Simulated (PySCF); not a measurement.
# C17H22SeSi (MePh2Si(SeBu)): the cost of one run

Computed with PySCF 2.14.0 and routines of our own; the level stands in each step. Atoms count from 0.

## Step 1: The system as given

41 atoms, charge 0, multiplicity 1; geometry from: GFN2-xTB.

## Step 2: NMR shifts: GIAO KT3/pcSseg-1

Job settings and geometry (Å):

```
{"job": {"kind": "nmr", "xc": "KT3", "basis": "pcSseg-1", "pop": false}, "charge": 0, "multiplicity": 1}
C      5.067987     0.820034    -1.409992
C      3.680671     0.449341    -0.905113
C      3.706993     0.055400     0.567945
C      2.334311    -0.324932     1.088842
Se     1.097932     1.218101     1.141219
Si    -0.873081    -0.001704     1.111689
C     -1.096215    -0.912793     2.778500
C     -2.258053     1.249972     0.800367
C     -3.498189     0.825783     0.335413
C     -4.519616     1.732516     0.118095
C     -4.313932     3.080175     0.364969
C     -3.081865     3.516976     0.822714
C     -2.064460     2.605478     1.035399
C     -0.784248    -1.249745    -0.315353
C     -1.336930    -2.520010    -0.192875
C     -1.275038    -3.424735    -1.237244
C     -0.650877    -3.073787    -2.422507
C     -0.100015    -1.810636    -2.561590
C     -0.168432    -0.908893    -1.515740
H      5.461998     1.662781    -0.846024
H      5.752084    -0.018821    -1.294497
H      5.035148     1.094088    -2.461941
H      3.007219     1.302166    -1.031008
H      3.281980    -0.382145    -1.492477
H      4.106544     0.884110     1.159572
H      4.373147    -0.803084     0.701291
H      2.394132    -0.703187     2.110692
H      1.869749    -1.078620     0.450849
H     -0.886910    -0.246701     3.610465
H     -0.421978    -1.761524     2.853940
H     -2.112167    -1.276959     2.893327
H     -3.660574    -0.223901     0.134972
H     -5.478346     1.389269    -0.244212
H     -5.111709     3.789280     0.198804
H     -2.914136     4.567182     1.012193
H     -1.095803     2.945642     1.383316
H     -1.820615    -2.803285     0.730351
H     -1.710780    -4.407187    -1.125218
H     -0.594690    -3.782143    -3.236167
H      0.384136    -1.528581    -3.485264
H      0.264551     0.076572    -1.624788
```

With the program's defaults for keys left out, this is: GIAO KT3/pcSseg-1 NMR shielding, non-relativistic, gas phase.

Command:

```bash
$ OMP_NUM_THREADS=1 python large_run.py task.json out
```

The driver reads the jobs from task.json and runs them one after another.

**Question.** How long does this job take on 1 thread of Arm Neoverse V1, shared host, and how much memory does it need?

About 63 s, with a peak of 0.64 GiB.
